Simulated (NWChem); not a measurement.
# One shape, several levels: GeNH3ClF (SMILES [NH2][GeH]([F])[Cl])

Wanted: a comparison of 3 runs (HF/def2-SVP, PBE0/def2-SVP, PBE0/6-311G**) of GeNH3ClF. 

The results are computed with NWChem 7.3.0.

## (1) The structure to begin with

The species is GeNH3ClF (7 atoms), meant as a singlet with charge 0. As SMILES, `[NH2][GeH]([F])[Cl]`. The shape is that of a PBE0-D4/def2-TZVP optimisation. This is one conformer, not always the lowest.

Bond lengths: N1–Ge2 1.803 Å, Ge2–F3 1.738 Å, Ge2–Cl4 2.129 Å, N1–H5 1.010 Å, N1–H6 1.010 Å, Ge2–H7 1.525 Å. Angles: N1–Ge2–F3 112.3°, N1–Ge2–Cl4 107.1°, F3–Ge2–Cl4 105.2°, N1–Ge2–H7 113.5°, F3–Ge2–H7 106.3°, Cl4–Ge2–H7 112.3°, Ge2–N1–H5 115.0°, Ge2–N1–H6 115.6°, H5–N1–H6 110.1°.

## (2) Energy and forces at HF/def2-SVP (run 1)

Contents of run.py:

```python
from ase import Atoms
from ase.calculators.nwchem import NWChem

mol = Atoms(['N', 'Ge', 'F', 'Cl', 'H', 'H', 'H'], positions=[
    [-0.588700, 1.020200, -0.150600],
    [0.392900, -0.492200, -0.136800],
    [1.169400, -0.760300, 1.394300],
    [-0.962200, -2.118500, -0.367300],
    [-1.430800, 0.987400, 0.406400],
    [-0.080300, 1.872400, 0.039300],
    [1.499500, -0.509000, -1.185400],
])

calc = NWChem(
    label='calc',
    theory='scf',
    memory='2200 mb',
    basis='def2-SVP',
    basispar='spherical bse',
    scf={'nopen': '0', 'rhf': None, 'thresh': '1e-08', 'maxiter': '80'},
)
mol.calc = calc

forces = mol.get_forces()
print("Total energy (eV):", round(mol.get_potential_energy(), 6))
print("forces (eV/A):")
for s, f in zip(mol.symbols, forces):
    print(f"{s:2s} {f[0]:10.5f} {f[1]:10.5f} {f[2]:10.5f}")
print("dipole (e A):", mol.get_dipole_moment().round(4))
```

Started as:

```
export ASE_NWCHEM_COMMAND="nwchem PREFIX.nwi > PREFIX.nwo"
python run.py
```

The log of the run:

```text
Total energy (eV): -73200.535762
forces (eV/A):
N     0.18718   -0.03944    0.40742
Ge    0.32488    0.21489    0.12362
F    -0.22219    0.12115   -0.40017
Cl   -0.11714   -0.19319   -0.01959
H     0.20497    0.08917   -0.20224
H    -0.22219   -0.18656   -0.08485
H    -0.15545   -0.00602    0.17576
dipole (e A): [ 0.0033  0.5046 -0.1654]
```

The calculator wrote calc.nwi:

```
title "calc"

permanent_dir calc

scratch_dir calc

start calc

geometry units angstrom nocenter noautosym noautoz
  N  -5.8870000000000000e-01 1.0202000000000000e+00 -1.5060000000000001e-01
  Ge 3.9290000000000003e-01 -4.9220000000000003e-01 -1.3680000000000000e-01
  F  1.1694000000000000e+00 -7.6029999999999998e-01 1.3943000000000001e+00
  Cl -9.6220000000000006e-01 -2.1185000000000000e+00 -3.6730000000000002e-01
  H  -1.4308000000000001e+00 9.8740000000000006e-01 4.0639999999999998e-01
  H  -8.0299999999999996e-02 1.8724000000000001e+00 3.9300000000000002e-02
  H  1.4995000000000001e+00 -5.0900000000000001e-01 -1.1854000000000000e+00
end

memory 2200 mb

basis spherical bse noprint
   * library def2-SVP
end

scf
  nopen 0
  rhf
  thresh 1e-08
  maxiter 80
end

task scf gradient
```

calc.nwo:

```text
Northwest Computational Chemistry Package (NWChem) 7.3.0
             --------------------------------------------------------

           Job information
           ---------------

    nwchem branch   = 7.3.0
    use scalapack   = T
    input           = calc.nwi
    prefix          = calc.
    data base       = calc/calc.db
    status          = startup
    nproc           =        1

           Memory information
           ------------------

[... 5 lines left out ...]
    hardfail = no
[... 139 lines left out ...]
         Quadratically convergent ROHF
[... 15 lines left out ...]
       Final RHF  results
[... 4 lines left out ...]
      Two-electron energy =   1445.902247245023
[... 53 lines left out ...]
                       ROHF Final Molecular Orbital Analysis
[... 231 lines left out ...]
                 ----------------------------------------
                 |  Time  |  1-e(secs)   |  2-e(secs)   |
                 ----------------------------------------
                 |  CPU   |       0.01   |       7.68   |
                 ----------------------------------------
                 |  WALL  |       0.01   |       7.68   |
                 ----------------------------------------

 Task  times  cpu:       24.9s     wall:       24.9s
 Total times  cpu:       25.0s     wall:       25.0s
```

It took 26 s on 1 thread of AMD EPYC 7R13 (Zen 3), shared host; peak memory 0.1 GiB.

## (3) Energy and gradient at PBE0/def2-SVP (run 2)

Contents of struct.nw:

```
start struct
title "ClFGeH3N"
memory total 2200 mb
charge 0

geometry noautosym nocenter noautoz
N       -0.588700       1.020200      -0.150600
Ge       0.392900      -0.492200      -0.136800
F        1.169400      -0.760300       1.394300
Cl      -0.962200      -2.118500      -0.367300
H       -1.430800       0.987400       0.406400
H       -0.080300       1.872400       0.039300
H        1.499500      -0.509000      -1.185400
end

basis spherical bse
N library def2-SVP
Ge library def2-SVP
F library def2-SVP
Cl library def2-SVP
H library def2-SVP
end

dft
xc pbe0
grid fine
convergence energy 1e-08
maxiter 100
mulliken
end

task dft gradient
```

Started as:

```
nwchem struct.nw > struct.out
```

The log of the run:

```text
[...]
          Wavefunction type:  closed shell.
          No. of atoms     :     7
          No. of electrons :    68
[...]
          Charge           :     0
          Spin multiplicity:     1
[...]
          AO basis - number of functions:    93
[...]
              XC Information
              --------------
                         PBE0 Method XC Functional
                     Hartree-Fock (Exact) Exchange  0.250
          PerdewBurkeErnzerhof Exchange Functional  0.750
            Perdew 1991 LDA Correlation Functional  1.000 local
           PerdewBurkeErnz. Correlation Functional  1.000 non-local
[...]
 d= 0,ls=0.0,diis     1  -2692.5070741816 -3.09D+03  1.58D-02  7.81D-01     2.1
[...]
 d= 0,ls=0.0,diis    10  -2692.5993674490 -1.81D-09  3.30D-07  1.47D-09    15.0
         Total DFT energy =    -2692.599367448951
      One electron energy =    -4529.240484674221
           Coulomb energy =     1568.752965868747
    Exchange-Corr. energy =     -125.351391819560
 Nuclear repulsion energy =      393.239543176083
[...]
  wavefunction    = closed shell
                         DFT ENERGY GRADIENTS
    atom               coordinates                        gradient
                 x          y          z           x          y          z
   1 N      -1.112482   1.927898  -0.284593   -0.003009   0.005495   0.003372
   2 Ge      0.742473  -0.930123  -0.258515   -0.000825  -0.003404   0.001528
   3 F       2.209846  -1.436759   2.634845   -0.001058  -0.000029  -0.002192
   4 Cl     -1.818294  -4.003385  -0.694096    0.002617   0.002917   0.000641
   5 H      -2.703820   1.865915   0.767985    0.004924   0.000181  -0.002868
   6 H      -0.151745   3.538323   0.074266   -0.002648  -0.005006  -0.000766
   7 H       2.833644  -0.961871  -2.240081   -0.000001  -0.000154   0.000285
[...]
```

It took 24 s on 1 thread of AMD EPYC 7R13 (Zen 3), shared host; peak memory 0.12 GiB.

## (4) Energy and forces at PBE0/6-311G(d,p) (run 3)

Contents of clfgeh3n.nw:

```
start clfgeh3n
title "ClFGeH3N PBE0"
memory total 2200 mb

geometry noautosym nocenter noautoz
 N    -0.588700    1.020200   -0.150600
 Ge    0.392900   -0.492200   -0.136800
 F     1.169400   -0.760300    1.394300
 Cl   -0.962200   -2.118500   -0.367300
 H    -1.430800    0.987400    0.406400
 H    -0.080300    1.872400    0.039300
 H     1.499500   -0.509000   -1.185400
end

basis spherical bse
 * library 6-311G**
end

dft
 xc pbe0
 grid fine
 convergence energy 1e-08
 maxiter 100
 mulliken
 noprint "final vectors analysis"
end

task dft gradient
```

Started as:

```
nwchem clfgeh3n.nw > clfgeh3n.out
```

The log of the run:

```text
[...]
          Wavefunction type:  closed shell.
          No. of atoms     :     7
          No. of electrons :    68
[...]
          Charge           :     0
          Spin multiplicity:     1
[...]
          AO basis - number of functions:   124
[...]
              XC Information
              --------------
                         PBE0 Method XC Functional
                     Hartree-Fock (Exact) Exchange  0.250
          PerdewBurkeErnzerhof Exchange Functional  0.750
            Perdew 1991 LDA Correlation Functional  1.000 local
           PerdewBurkeErnz. Correlation Functional  1.000 non-local
[...]
 d= 0,ls=0.0,diis     1  -2693.0399161359 -3.09D+03  1.01D-02  3.21D+00     3.3
[...]
 d= 0,ls=0.0,diis    10  -2693.1416849619 -9.17D-09  4.36D-07  8.29D-09    23.7
         Total DFT energy =    -2693.141684961883
      One electron energy =    -4529.702938084765
           Coulomb energy =     1568.678238024228
    Exchange-Corr. energy =     -125.356528077429
 Nuclear repulsion energy =      393.239543176083
[...]
  wavefunction    = closed shell
                         DFT ENERGY GRADIENTS
    atom               coordinates                        gradient
                 x          y          z           x          y          z
   1 N      -1.112482   1.927898  -0.284593   -0.000184   0.001524   0.000645
   2 Ge      0.742473  -0.930123  -0.258515   -0.000680  -0.005662   0.005421
   3 F       2.209846  -1.436759   2.634845   -0.002715   0.001755  -0.005891
   4 Cl     -1.818294  -4.003385  -0.694096    0.001895   0.002597   0.000460
   5 H      -2.703820   1.865915   0.767985    0.000945   0.000044  -0.000319
   6 H      -0.151745   3.538323   0.074266   -0.000582  -0.000877  -0.000021
   7 H       2.833644  -0.961871  -2.240081    0.001320   0.000618  -0.000296
[...]
```

Run time: 41 s. Hardware: 1 thread of AMD EPYC 7R13 (Zen 3), shared host; peak memory 0.13 GiB.

## (5) Overview of the runs

```
run          level  iteration cap  module   energy (Eh)  dipole moment (D)  HOMO energy (eV)  LUMO energy (eV)  wall time
  1    HF/def2-SVP             80     scf  -2690.070094               2.55            -12.15              4.03       26 s
  2  PBE0/def2-SVP            100     dft  -2692.599367               2.43             -8.21              0.38       24 s
  3  PBE0/6-311G**            100     dft  -2693.141685               2.63                 –                 –       41 s
```

## (6) Summary of results

```
                       quantity           value
            run 3: total energy  -2693.14168 Eh
           run 3: dipole moment          2.63 D
run 3: largest force on an atom      0.405 eV/Å
```

In words: The dipole moment (its size) runs from 2.43 D (PBE0/def2-SVP) to 2.63 D (PBE0/6-311G**). All runs together took 92 s, the longest 41 s.
